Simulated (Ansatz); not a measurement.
# SiNi: the cost of one run

Method: DFT PBE, PAW, plane waves, scalar-relativistic, in Ansatz 0.2.0.

## 1. The starting structure

It takes space group Pnma (No. 62, orthorhombic). The conventional cell has a = 5.173 Å, b = 3.338 Å, c = 5.605 Å, α = 90.00°, β = 90.00°, γ = 90.00°. Ni (site symmetry m) has 6 Si at 2.28 to 2.40 Å as nearest neighbours. Around Si (site symmetry m) lie 6 Ni at 2.28 to 2.40 Å.

Structure file:

```cif
data_structure
_symmetry_space_group_name_H-M 'Pnma'
_symmetry_Int_Tables_number 62
_cell_length_a 5.1731
_cell_length_b 3.3381
_cell_length_c 5.6049
_cell_angle_alpha 90.000
_cell_angle_beta 90.000
_cell_angle_gamma 90.000
_cell_volume 96.79
loop_
_atom_site_label
_atom_site_type_symbol
_atom_site_symmetry_multiplicity
_atom_site_Wyckoff_symbol
_atom_site_fract_x
_atom_site_fract_y
_atom_site_fract_z
_atom_site_occupancy
Ni1 Ni 4 c 0.00779 0.25000 0.18752 1
Si1 Si 4 c 0.32128 0.75000 0.08250 1
```

Atoms are counted from 1 in the order of input.yaml (Si8 and so on).

Each fixed run starts with its moment spread in parallel over the d and f atoms; the search for lower states is off.

Site moments are integrals over atomic spheres and don't add up to the total.

## 2. Parallel moments, free total moment

input.yaml

```yaml
crystal:
  lattice:
    - [5.1731, 0.0, 0.0]
    - [0.0, 3.3381, 0.0]
    - [0.0, 0.0, 5.6049]
  atoms:
    - { symbol: Ni, position: [0.00779, 0.25, 0.18752], spin: 2.0 }
    - { symbol: Ni, position: [0.49221, 0.75, 0.68752], spin: 2.0 }
    - { symbol: Ni, position: [0.50779, 0.25, 0.31248], spin: 2.0 }
    - { symbol: Ni, position: [0.99221, 0.75, 0.81248], spin: 2.0 }
    - { symbol: Si, position: [0.32128, 0.75, 0.0825] }
    - { symbol: Si, position: [0.17872, 0.25, 0.5825] }
    - { symbol: Si, position: [0.82128, 0.75, 0.4175] }
    - { symbol: Si, position: [0.67872, 0.25, 0.9175] }
magnetization:
  spin_polarized: true
hamiltonian:
  xc: pbe
  pseudopotentials: { kind: paw }
basis:
  ecutwfc: 420
kpoints:
  mp_grid: { grid: [5, 7, 4] }
scf:
  occupations: { method: fermi_dirac, width: 0.1 }
  lower_state_search: "off"
output:
  forces: true
  stress: true
```

**Question.** How long does this run take on 2 threads of an x86-64 CPU, shared host, and how much memory does it need?

About 24 s, with a peak of 0.63 GiB.
